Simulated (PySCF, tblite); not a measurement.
**F2H3NSe, a complex of two parts: NMR shifts, interaction energy, infrared bands, spin-spin couplings and core binding energies**

The task here is to estimate one member of a computed series from the others.

Programs: tblite 0.8.0 and PySCF 2.14.0. All values are calculated, for the isolated system unless a continuum is named. Atoms count from 0, parts from 1.

### The system as given

7 atoms, charge 0, multiplicity 1; geometry: rigid parts in contact. Parts: 1 = atoms 0–2, `F[Se]F`, charge 0; 2 = atoms 3–6, `N`, charge 0.

The first run:

Job settings and geometry (Å):

```
{"job": {"kind": "dock", "xc": "GFN2-xTB", "basis": "xTB"}, "charge": 0, "multiplicity": 1, "parts": [{"atoms": "0-2", "charge": 0, "multiplicity": 1}, {"atoms": "3-6", "charge": 0, "multiplicity": 1}]}
F      1.052222     0.874253    -0.176070
Se    -0.418748    -0.010799    -0.693231
F     -0.633474    -0.863454     0.869302
N     -2.159998     0.303954    -2.971118
H     -2.585549     0.261343    -2.053059
H     -2.163082     1.272798    -3.266184
H     -2.753303    -0.212968    -3.608704
```

With the program's defaults for keys left out, this is: GFN2-xTB search for minima from random contacts, gas phase.

Run with:

```console
> OMP_NUM_THREADS=1 python cluster_run.py task.json out
```

The driver reads the jobs from task.json and runs them one after another.

Steps of the session up to this table: Bringing the parts together with GFN2-xTB; Relaxing the molecule at PBE0-D3(BJ)/def2-TZVPD; Shielding tensors: PBE0/pcSseg-2; Coupled-cluster interaction energy: CCSD(T) and MP2.

One table of the session follows, with a row left open; its other results are not shown here.

It belongs to the step «Coupled-cluster interaction energy: CCSD(T) and MP2». 

| method | interaction energy (kcal/mol) |
| --- | --- |
| HF/aug-cc-pVDZ | -7.78 |
| MP2/aug-cc-pVDZ | ? |
| CCSD/aug-cc-pVDZ | -9.28 |
| CCSD(T)/aug-cc-pVDZ | -9.74 |
| HF/aug-cc-pVQZ | -7.83 |
| MP2/aug-cc-pVQZ | -13.46 |
| SCS-MP2/aug-cc-pVQZ | -11.64 |
| MP2, extrapolated | -13.97 |
| CCSD(T), limit estimate | -12.66 |

Q: Estimate the row for MP2/aug-cc-pVDZ from the others.

The run gave: interaction energy (kcal/mol): -11.05. In the column «interaction energy (kcal/mol)» it lies between SCS-MP2/aug-cc-pVQZ (-11.64) and CCSD(T)/aug-cc-pVDZ (-9.74).

Limits of these values: The interaction energy leaves out the deformation of the parts, 2.17 kcal/mol (MP2); added to the CCSD(T) estimate it gives a binding of about -10.49 kcal/mol.
